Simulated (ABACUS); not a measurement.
HPbNO4 in ABACUS: the effect of functional

Crystal: HPbNO4.

```
H Pb N O
1.0
     4.24662   -0.00040    0.00632
    -2.07000    5.17280   -0.04874
    -2.10952   -1.85322    4.88192
H Pb N O
1 1 1 4
Cartesian
  2.2188 -1.5145 4.4469
  0.1364 3.9762 0.6607
  -2.0061 1.5208 2.4308
  2.2584 4.7436 0.1016
  -1.9771 2.6708 2.9362
  2.2076 1.4007 1.1865
  -2.0027 0.5047 3.1678
```

The cell was built by a generator and needn't be a form met in nature.

The cell isn't the ideal one: volume scaled by 0.98.

Alike in all runs:

```yaml
Program: ABACUS 3.10.1
Task: equation of state
Potentials_or_basis: SG15 ONCV 1.2 PBE
Cutoff: 1361 eV
Density_cutoff: 5442 eV
Basis: DZP LCAO (the cutoffs set its grid)
k_mesh: 6 × 4 × 4
Occupations: fermi-dirac, width 0.05 eV
Spin: no spin polarisation
```

| functional | gap on the mesh (eV) | pressure (GPa) | largest force (eV/Å) |
| --- | --- | --- | --- |
| LDA | 2.84 | 2.2 | 2.06 |
| PBEsol | 2.85 | 3.9 | 1.98 |
| WC | 2.86 | 4.0 | 2.00 |
| BLYP | 2.83 | 8.3 | 2.73 |
| r2SCAN | ? | ? | ? |

Q: What does the run with functional r2SCAN give?

A: gap on the mesh 3.29 eV; pressure 2.8 GPa; largest force 1.72 eV/Å.

Caveats: the atomic orbitals were generated for these runs and aren't a published set; the potentials were made for another functional, which shifts forces and pressure; spin-orbit coupling is left out, which as a rule narrows the gap of such compounds by several tenths of an eV; the basis of atomic orbitals isn't converged, which shifts pressures, moduli and gaps.

A k mesh can miss the band edges.

Runs at the PBE level aren't shown here.
